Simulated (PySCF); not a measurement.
**SrF+: from the state search to spectroscopic constants**

Aim: find the lowest electronic state of SrF+, scan its bond at several levels of theory, and get bond length, wavenumber and dissociation energy from each curve.

Method: Sr def2-SVPD with ECP28, F def2-SVPD, scalar-relativistic core potentials; program: PySCF 2.14.0.

## 1. Input

The job is set up so:

| Property | Result |
| --- | --- |
| atoms | Sr, F |
| charge | 1 |
| basis | Sr def2-SVPD with ECP28, F def2-SVPD |
| Hamiltonian | scalar-relativistic core potentials |
| basis functions | 49 |
| electrons treated | 18 |
| masses in u | 87.9056, 18.9984 |
| levels | PBE0, PBE, r²SCAN, PW91, revPBE, LDA, HSE06, HF, MP2, SCS-MP2, CCSD, CCSD(T) |
| grid | 80 radial by 434 angular points |
| occupations | held fixed by the projection of orbital angular momentum |
| dissociation limit | Sr+ + F, each in its ground configuration |
| starting distance in angstrom | 2.425 |
| values of 2S to try | 0, 2 |

Command:

```bash
OMP_NUM_THREADS=1 python dia.py task.json out
```

Further steps of the session: PBE0 along the bond; Other states along the same grid; PBE; r²SCAN (meta-GGA); PW91 (GGA); revPBE; LDA (local density); HSE06; RHF (mean field); Adding correlation.

**Question.** What will these runs give? Wanted: for each run, Re; ωe; De; μ.

The runs gave:

Lowest PBE0 solution found, without spin–orbit coupling: ¹Σ⁺ (singlet), closed shell. The other levels ran on it alone.

| level | Re (Å) | ωe (cm⁻¹) | De (eV) | μ (D) |
| --- | --- | --- | --- | --- |
| RHF | 2.067 | 581 | 3.75 | -8.74 |
| RHF-MP2 | 2.063 | 579 | 5.91 | n/a |
| RHF-SCS-MP2 | 2.066 | 577 | 5.74 | n/a |
| RHF-CCSD | 2.063 | 583 | 5.51 | n/a |
| RHF-CCSD(T) | 2.065 | 580 | 5.61 | n/a |
| LDA | 2.020 | 602 | 6.61 | -7.01 |
| PBE | 2.046 | 575 | 5.92 | -7.23 |
| revPBE | 2.055 | 565 | 5.73 | -7.31 |
| PW91 | 2.045 | 576 | 5.98 | -7.25 |
| r²SCAN | 2.045 | 583 | 5.82 | -7.57 |
| PBE0 | 2.039 | 589 | 5.59 | -7.64 |
| HSE06 | 2.040 | 588 | 5.58 | -7.64 |

De is counted to Sr+ + F in their ground configurations. A positive dipole points from Sr to F; in an ion it is taken about the centre of mass and does not tell which atom is negative.

Differences from CCSD(T) in the same basis:

| level | Re (mÅ) | ωe (%) |
| --- | --- | --- |
| RHF | +2 | 0.0 |
| RHF-MP2 | -2 | -0.2 |
| RHF-SCS-MP2 | +1 | -0.5 |
| RHF-CCSD | -1 | +0.5 |
| LDA | -45 | +3.7 |
| PBE | -19 | -1.0 |
| revPBE | -10 | -2.6 |
| PW91 | -20 | -0.7 |
| r²SCAN | -20 | +0.5 |
| PBE0 | -26 | +1.4 |
| HSE06 | -25 | +1.4 |

In words: Judged by CCSD(T) in the same basis: best bond length RHF-SCS-MP2 and RHF-CCSD (1 mÅ off), worst LDA (-45 mÅ); best wavenumber RHF (0.0 %), worst LDA (+3.7 %). CCSD(T) in a basis this small is itself some way from its limit, more so than the functionals. Of the levels with a De here, RHF gives the least (3.75 eV) and LDA the most (6.61 eV).

Correlated steps freeze 1 core orbital. Spin–orbit coupling is left out.
